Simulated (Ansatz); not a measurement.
# CuWO2 (element-swapped structure): how the settings move a relaxation

Question: which choices in the input matter for CuWO2 (element-swapped structure)?

Method: reference: DFT r2SCAN, plane waves, PAW, scalar-relativistic, no spin polarisation, in Ansatz 0.2.0.

### Step 1. Starting point

Symmetry: R-3m, No. 166, trigonal system. The conventional cell has a = 3.401 Å, b = 3.401 Å, c = 15.873 Å, α = 90.00°, β = 90.00°, γ = 120.00°. Cu (site symmetry -3m) is surrounded by 2 O at 1.71 Å. W (site symmetry -3m) is surrounded by 6 O at 2.17 Å. O (site symmetry 3m) has 1 Cu at 1.71 Å and 3 W at 2.17 Å as nearest neighbours.

As a file:

```cif
data_structure
_symmetry_space_group_name_H-M 'R-3m:H'
_symmetry_Int_Tables_number 166
_cell_length_a 3.4015
_cell_length_b 3.4015
_cell_length_c 15.8734
_cell_angle_alpha 90.000
_cell_angle_beta 90.000
_cell_angle_gamma 120.000
_cell_volume 159.05
loop_
_atom_site_label
_atom_site_type_symbol
_atom_site_symmetry_multiplicity
_atom_site_Wyckoff_symbol
_atom_site_fract_x
_atom_site_fract_y
_atom_site_fract_z
_atom_site_occupancy
Cu1 Cu 3 a 0.00000 0.00000 0.00000 1
W1 W 3 b 0.66667 0.33333 0.83333 1
O1 O 6 c 0.33333 0.66667 0.77467 1
```

### Step 2. The reference run

The input, input.yaml:

```yaml
crystal:
  lattice:
    - [1.700727, 2.945743, 0.0]
    - [-1.700727, 2.945743, 0.0]
    - [0.0, -1.963829, 5.291148]
  atoms:
    - { symbol: Cu, position: [0.0, 0.0, 0.0] }
    - { symbol: W, position: [0.5, 0.5, 0.5] }
    - { symbol: O, position: [0.108, 0.108, 0.324] }
    - { symbol: O, position: [0.892, 0.892, 0.676] }
  symmetry: { tolerance: 0.0003 }
kpoints:
  mp_grid: { grid: [6, 6, 6], shift: [0, 0, 0] }
magnetization:
  spin_polarized: false
scf:
  occupations: { method: fermi_dirac }
hamiltonian:
  pseudopotentials: { kind: paw }
  xc: r2scan
basis:
  ecutwfc: 500
output:
  forces: true
  stress: true
  eigenvalues: true
  write_density: true
  write_potential: true
  elf: true
  volumetric_format: npy
relax:
  max_steps: 40
  cell: {}
```

Command:

```bash
$ ansatz run input.yaml --threads 1 --pin off --max-ram 2560MiB --backend cpu --events-out ev --progress --plain --runs-dir out
```

The log of the run, cut to the lines that bear on the results:

```text
Warning: crystal.lattice misses the space group found at crystal.symmetry.tolerance 3.0e-4 in a digit that the deck types, which is why this is a warning: making the lattice exact moves one of its numbers by a whole unit of that number's last typed decimal, or more. The operation that it [...]
Warning: RAYON_NUM_THREADS=1 ignored (pool sized by the plan → 1); use --threads N
[...]
Pseudopotentials: kind: paw
Pseudopotential: Cu, paw, valence charge 19, recommended cutoff 500 eV (meta_gga), Cu.paw.azcp
Pseudopotential: W, paw, valence charge 14, recommended cutoff 500 eV (meta_gga), W.paw.azcp
Pseudopotential: O, paw, valence charge 6, recommended cutoff 500 eV (meta_gga), O.paw.azcp
Functional definition: r2SCAN
[...]
Crystal: 4 atoms, lattice volume = 53.016 Å³
Basis set: ecut = 500 eV, 1369 PW (Γ), exchange–correlation on 100×100×180 points (64 copies of the dense FFT grid, shifted against one another)
Bands: 27, of which v1, the nominal top of the filled ones, is band 23 counted from 1 (22 counted from 0)
Symmetry: 12 space group operations
Space group: R-3m (ITA 166), of the structure as read, at distance tolerance 1.1e-3 Å
k-points: 32 of 216
[...]
SCF iter   1: F=—  HF=-18162.693854 eV  |F-HF|=—  |Δ(HF+E_count)|=         —  Δρ=2.52e-2  dr2=2.18e-1  dr2_τ=1.70e-1  ethr=1.77e-3  ⟨swp⟩=5.3  Hψ=3326  notcnv=0
[...]
relax step   1: F+E_penalty+E_count = -18162.74229722 eV  Δ(F+E_penalty+E_count) = +0.000e0 eV  max|allowed force component| = 3.069e0 eV/Å  Δτ_max = 0.0000 Å  P = -5.629 GPa  Ω = 53.016 Å³  (10 SCF iters, dr2 threshold 1.00e-7 eV, accepted)
[...]
relax step  13: F+E_penalty+E_count = -18165.28543448 eV  Δ(F+E_penalty+E_count) = -6.806e-5 eV  max|allowed force component| = 3.894e-4 eV/Å  Δτ_max = 0.0000 Å  P = +0.002 GPa  Ω = 43.140 Å³  stress off target by 1.95e-3 GPa  SCF on the basis re-selected at this cell (its energy is not [...]
SCF converged after 7 iterations
Free energy (F): -18165.285434 eV
[...]
E sigma→0 (E₀):  -18165.264202 eV
Entropy (-TS):   -0.042464 eV (-10.616 meV/atom)
Fermi energy:    16.299018 eV
[...]
--- Forces (eV/Å), atoms counted from 1 ---
  atom   1  Cu     0.00000000    -0.00000000     0.00000000
  atom   2  W      0.00000000     0.00000000     0.00000000
  atom   3  O      0.00000000    -0.00000000     0.00038942
  atom   4  O      0.00000000     0.00000000    -0.00038942
[...]
--- Stress (GPa, compression-positive) ---
        0.001831       0.000000       0.000000
       -0.000000       0.001831      -0.000000
        0.000000      -0.000000       0.001945
  P = ⅓ Tr σ = 0.0019 GPa (0.019 kbar)
--- Band table (eV; the first three rows and the last of 32) ---
[... band rows left out ...]
[...]
--- Relaxed structure (11 steps of the walk, 11 accepted, 2 SCFs on fresh bases) ---
  F+E_penalty+E_count = -18165.28543448 eV   max|allowed force component| = 3.894e-4 eV/Å   (the final SCF, on the basis selected at the relaxed cell)
  cell:  # Å, volume = 43.1401 Å³
    - [1.3840887608932866, 2.3973120560522223, 7.551330953697945e-8]
    - [-1.3840887608932866, 2.3973120560522223, 7.551330953697945e-8]
    - [0.0, -1.5982082421359225, 6.500738116367692]
  atoms:
    - { symbol: Cu, position: [-5.464233786845848e-20, -5.464233786845557e-20, -1.6392694704219162e-19] }
    - { symbol: W, position: [0.5, 0.5, 0.5000000000000001] }
    - { symbol: O, position: [0.09582118740883212, 0.09582118740883212, 0.2874635622264964] }
    - { symbol: O, position: [0.9041788125911678, 0.9041788125911678, 0.7125364377735037] }
```

It took 50 s on 1 thread of Intel Xeon 6975P-C (Granite Rapids), shared host; peak memory 0.55 GiB.

### Step 3. Changed: symmetry.detect false, mixing.algorithm anderson, mixing.beta 0.7, lower_state_search standard, tolerance left out

input.yaml: that of step 2 with these lines changed.

```diff
@@ -10,3 +10,3 @@
     - { symbol: O, position: [0.892, 0.892, 0.676] }
-  symmetry: { tolerance: 0.0003 }
+  symmetry: { detect: false }
 kpoints:
@@ -17,2 +17,4 @@
   occupations: { method: fermi_dirac }
+  mixing: { algorithm: anderson, beta: 0.7 }
+  lower_state_search: standard
 hamiltonian:
@@ -26,6 +28,2 @@
   eigenvalues: true
-  write_density: true
-  write_potential: true
-  elf: true
-  volumetric_format: npy
 relax:
```

Command:

```bash
$ ansatz run input.yaml --threads 1 --pin off --max-ram 2560MiB --backend cpu --events-out ev --progress --plain --runs-dir out
```

The log of the run, cut to the lines that bear on the results:

```text
Warning: RAYON_NUM_THREADS=1 ignored (pool sized by the plan → 1); use --threads N
the start keeps a symmetry that the run doesn't impose, so 4 atoms are moved at random by 1.00e-2 Å, to let the relaxation leave a saddle point. relax.escape_saddle: false keeps them in place
[...]
[... 5 set-up lines as earlier in the session ...]
[...]
Crystal: 4 atoms, lattice volume = 53.016 Å³
Basis set: ecut = 500 eV, 1369 PW (Γ), exchange–correlation on 100×100×180 points (64 copies of the dense FFT grid, shifted against one another)
Bands: 27, of which v1, the nominal top of the filled ones, is band 23 counted from 1 (22 counted from 0)
Symmetry: 1 space group operations
k-points: 112 of 216 (time reversal used)
[...]
WARN: the relaxation ended near the 12 symmetry operations of its rattled start. A stable structure does so, and so can a saddle point along a move or strain that wasn't checked. `relax.random_displacement` or `relax.escape_saddle: true` tries the moves, and a distorted `crystal.lattice` a strain
[...]
  atom   3  O     -0.00003939     0.00004429     0.00004727
  atom   4  O      0.00004439    -0.00003673    -0.00005073
[...]
--- Stress (GPa, compression-positive) ---
       -0.004693       0.000267       0.000208
        0.000267      -0.004020      -0.000312
        0.000207      -0.000312      -0.017805
  P = ⅓ Tr σ = -0.0088 GPa (-0.088 kbar)
--- Band table (eV; the first three rows and the last of 112) ---
[...]
--- Relaxed structure (12 steps of the walk, 12 accepted, 2 SCFs on fresh bases) ---
  F+E_penalty+E_count = -18165.28543270 eV   max|allowed force component| = 4.933e-5 eV/Å   (the final SCF, on the basis selected at the relaxed cell)
  cell:  # Å, volume = 43.1420 Å³
    - [1.3840920027312482, 2.3972897908689497, 7.003982553654884e-6]
    - [-1.384136924618849, 2.397315726555509, 1.1003002046746385e-5]
    - [8.753271221093997e-6, -1.5981859383282255, 6.50092472959522]
  atoms:
    - { symbol: Cu, position: [0.0007766028623747761, 0.0008242876113068683, 0.0006258063454989034] }
    - { symbol: W, position: [0.5007767894586895, 0.5008239490376917, 0.5006258630304756] }
    - { symbol: O, position: [0.09660265662626201, 0.09663539173313292, 0.2880940645113692] }
    - { symbol: O, position: [0.904950605294121, 0.905012747277123, 0.7131576201738307] }
```

Run time: 4.6 min. Hardware: 1 thread of Intel Xeon 6975P-C (Granite Rapids), shared host; peak memory 0.6 GiB.

Changing the use of symmetry, mixing and search for lower states leaves the energy as it was (0.0 meV/atom).

### Step 4. Changing settings: eigensolver.kind davidson, dr2_threshold 0.0001, hubbard.sites [{species: W, l: d, u_eff: 1.0}], hubbard.double_counting fll, basis.precision f64

input.yaml: that of step 2 with these lines changed.

```diff
@@ -17,2 +17,4 @@
   occupations: { method: fermi_dirac }
+  eigensolver: { kind: davidson }
+  convergence: { dr2_threshold: 0.0001 }
 hamiltonian:
@@ -20,4 +22,6 @@
   xc: r2scan
+  hubbard: { sites: [{ species: W, l: d, u_eff: 1.0 }], double_counting: fll }
 basis:
   ecutwfc: 500
+  precision: f64
 output:
@@ -26,6 +30,2 @@
   eigenvalues: true
-  write_density: true
-  write_potential: true
-  elf: true
-  volumetric_format: npy
 relax:
```

Command:

```bash
$ ansatz run input.yaml --threads 1 --pin off --max-ram 2560MiB --backend cpu --events-out ev --progress --plain --runs-dir out
```

The log of the run, cut to the lines that bear on the results:

```text
Warning: crystal.lattice misses the space group found at crystal.symmetry.tolerance 3.0e-4 in a digit that the deck types, which is why this is a warning: making the lattice exact moves one of its numbers by a whole unit of that number's last typed decimal, or more. The operation that it [...]
Warning: scf.convergence.dr2_threshold = 1e-4 eV is looser than this run's default, which is 1e-7 eV or tighter. The error in the forces grows as the threshold's square root, so leave the key out unless less accurate forces are enough
Warning: relax.cell: scf.convergence.dr2_threshold = 1e-4 eV is looser than the 4e-10 eV advised for a relaxation that steers and ends on the stress (1e-10 eV for each atom of the cell: 4). What an SCF threshold leaves in a stress goes as its square root, and in the free energy as the [...]
Warning: RAYON_NUM_THREADS=1 ignored (pool sized by the plan → 1); use --threads N
[...]
Cu: projections on atomic orbitals take those of the free atom [Ne] 3s2 3p6 3d10 4s1, of charge +0.00 (hamiltonian.pseudopotentials.projection_atoms); the dataset's partial waves leave at most 2.0e-6 of an orbital's norm unspanned inside its sphere
[...]
E sigma→0 (E₀):  -18164.101229 eV
Entropy (-TS):   -0.042344 eV (-10.586 meV/atom)
Fermi energy:    16.232615 eV
[...]
--- Forces (eV/Å), atoms counted from 1 ---
  atom   1  Cu    -0.00000000    -0.00000000     0.00000000
  atom   2  W      0.00000000     0.00000000     0.00000000
  atom   3  O     -0.00000000    -0.00000000     0.00002564
  atom   4  O      0.00000000     0.00000000    -0.00002564
[...]
--- Stress (GPa, compression-positive) ---
       -0.000388      -0.000000       0.000000
       -0.000000      -0.000388      -0.000000
        0.000000      -0.000000       0.007175
  P = ⅓ Tr σ = 0.0021 GPa (0.021 kbar)
--- Band table (eV; the first three rows and the last of 32) ---
[... band rows left out ...]
[...]
Occupation matrices written to <dir>
--- Relaxed structure (11 steps of the walk, 11 accepted, 2 SCFs on fresh bases) ---
  F+E_penalty+E_count = -18164.12240099 eV   max|allowed force component| = 2.564e-5 eV/Å   (the final SCF, on the basis selected at the relaxed cell)
  cell:  # Å, volume = 43.1770 Å³
    - [1.385124559336707, 2.3991061115826273, 7.556982077449709e-8]
    - [-1.385124559336707, 2.3991061115826273, 7.556982077449709e-8]
    - [-6.055378879313296e-33, -1.5994042790251441, 6.496577740925993]
  atoms:
    - { symbol: Cu, position: [-1.639269477916315e-19, -1.639269477916302e-19, -4.917808411265772e-19] }
    - { symbol: W, position: [0.5, 0.5, 0.5] }
    - { symbol: O, position: [0.09574651590702839, 0.09574651590702839, 0.2872395477210851] }
    - { symbol: O, position: [0.9042534840929717, 0.9042534840929717, 0.7127604522789149] }
```

Run time: 54 s. Hardware: 1 thread of Intel Xeon 6975P-C (Granite Rapids), shared host; peak memory 0.55 GiB.

Changing the solver, convergence setting, Hubbard U and arithmetic precision moves the energy by +290.8 meV/atom. The U term adds an energy of its own, so the shift says nothing about which run is better.

### Step 5. Changed: dispersion d3bj

input.yaml: that of step 2 with these lines changed.

```diff
@@ -20,2 +20,3 @@
   xc: r2scan
+  dispersion: d3bj
 basis:
```

Command:

```bash
$ ansatz run input.yaml --threads 1 --pin off --max-ram 2560MiB --backend cpu --events-out ev --progress --plain --runs-dir out
```

The log of the run, cut to the lines that bear on the results:

```text
Warning: crystal.lattice misses the space group found at crystal.symmetry.tolerance 3.0e-4 in a digit that the deck types, which is why this is a warning: making the lattice exact moves one of its numbers by a whole unit of that number's last typed decimal, or more. The operation that it [...]
Warning: the engine holds no damping parameters fitted to this dispersion correction and functional, so the run takes those fitted to r2scan beside the three-body term, which d3bj leaves out (hamiltonian.dispersion, under Limitations)
Warning: RAYON_NUM_THREADS=1 ignored (pool sized by the plan → 1); use --threads N
[...]
[... 5 set-up lines as earlier in the session ...]
[...]
Crystal: 4 atoms, lattice volume = 53.016 Å³
Basis set: ecut = 500 eV, 1369 PW (Γ), exchange–correlation on 100×100×180 points (64 copies of the dense FFT grid, shifted against one another)
[...]
  atom   1  Cu     0.00000000    -0.00000000     0.00000000
  atom   2  W      0.00000000     0.00000000     0.00000000
  atom   3  O     -0.00000000    -0.00000000     0.00488264
  atom   4  O      0.00000000     0.00000000    -0.00488264
[...]
--- Stress (GPa, compression-positive) ---
        0.015049      -0.000000       0.000000
       -0.000000       0.015049       0.000000
        0.000000       0.000000      -0.021336
  P = ⅓ Tr σ = 0.0029 GPa (0.029 kbar)
--- Band table (eV; the first three rows and the last of 32) ---
[... band rows left out ...]
[...]
--- Relaxed structure (10 steps of the walk, 10 accepted, 2 SCFs on fresh bases) ---
  F+E_penalty+E_count = -18165.90998878 eV   max|allowed force component| = 4.883e-3 eV/Å   (the final SCF, on the basis selected at the relaxed cell)
  cell:  # Å, volume = 42.6919 Å³
    - [1.3784020522207128, 2.387462387703482, 7.520305328475e-8]
    - [-1.3784020522207128, 2.387462387703482, 7.520305328475e-8]
    - [-9.097675313950471e-34, -1.5916417961180305, 6.486386464861221]
  atoms:
    - { symbol: Cu, position: [2.6325496352798753e-26, 2.6325496687805207e-26, -9.233165960482741e-34] }
    - { symbol: W, position: [0.5000000000000001, 0.5000000000000001, 0.5000000000000001] }
    - { symbol: O, position: [0.09563374830605637, 0.09563374830605637, 0.28690124491816904] }
    - { symbol: O, position: [0.9043662516939439, 0.9043662516939439, 0.7130987550818312] }
```

It took 46 s on 1 thread of Intel Xeon 6975P-C (Granite Rapids), shared host; peak memory 0.54 GiB.

The energy moves by -156.1 meV/atom, nearly all of it the dispersion term itself (-157.0 meV/atom); that offset belongs to the model and is no gain or loss of stability; the final volume goes from 43.14 to 42.69 Å³. The damping parameters are borrowed, as the log notes.

### Step 6. A run with other settings

input.yaml: that of step 2 with these lines changed.

```diff
@@ -12,3 +12,3 @@
 kpoints:
-  mp_grid: { grid: [6, 6, 6], shift: [0, 0, 0] }
+  mp_grid: { grid: [0, 6, 6], shift: [0, 0, 0] }
 magnetization:
@@ -17,2 +17,3 @@
   occupations: { method: fermi_dirac }
+  max_iter: 50
 hamiltonian:
@@ -26,6 +27,2 @@
   eigenvalues: true
-  write_density: true
-  write_potential: true
-  elf: true
-  volumetric_format: npy
 relax:
```

Command:

```bash
$ ansatz run input.yaml --threads 1 --pin off --max-ram 2560MiB --backend cpu --events-out ev --progress --plain --runs-dir out
```

The log of the run:

```text
Error: invalid value for `kpoints.mp_grid.grid`: each dimension must be in 1..=255
```

It took 0.18 s on 1 thread of Intel Xeon 6975P-C (Granite Rapids), shared host; peak memory 0.094 GiB.

### Step 7. Diagnosis

The program refused the input before any cycle. The line that matters: «invalid value for `kpoints.mp_grid.grid`: each dimension must be in 1..=255»

The suspect setting: kpoints.mp_grid.grid is [0, 6, 6]. No mesh follows from the k-point block as it stands.

Remedy: set kpoints.mp_grid.grid to [6, 6, 6].

### Step 8. Side by side

```tsv
run	ending	energy change	pressure (GPa)	gap (eV)	force (eV/Å)	cycles	time
reference	converged	0	0.0	0.00	0.00	106	50 s
1: symmetry.detect false, mixing.algorithm anderson, mixing.beta 0.7, lower_state_search standard, tolerance left out	converged	0.0 meV/atom	0.0	0.00	0.00	130	4.6 min
2: eigensolver.kind davidson, dr2_threshold 0.0001, hubbard.sites [{species: W, l: d, u_eff: 1.0}], hubbard.double_counting fll, basis.precision f64	converged	+290.8 meV/atom (U changed: no physical gain or loss)	0.0	0.00	0.00	69	54 s
3: dispersion d3bj	converged	-156.1 meV/atom (offset of the dispersion model)	0.0	0.00	0.00	99	46 s
4: mp_grid.grid [0, 6, 6]	refused	-	-	-	-	-	0.18 s
```

Times don't compare one to one where runs were asked for different outputs or read a saved state (see the inputs); cycles may leave out searches for a lower state.

**Reading.** «symmetry.detect false, mixing.algorithm anderson, mixing.beta 0.7, lower_state_search standard, tolerance left out» leaves the energy as it was. A changed U is a change of model: its shifts are not errors of convergence. The reference leaves spin out although Cu and W can carry a moment, so its state need not be the lowest. 1 of the 4 altered inputs did not end normally.

Caveats on the reference run: its mesh is coarse for a cell with so small a gap or none.
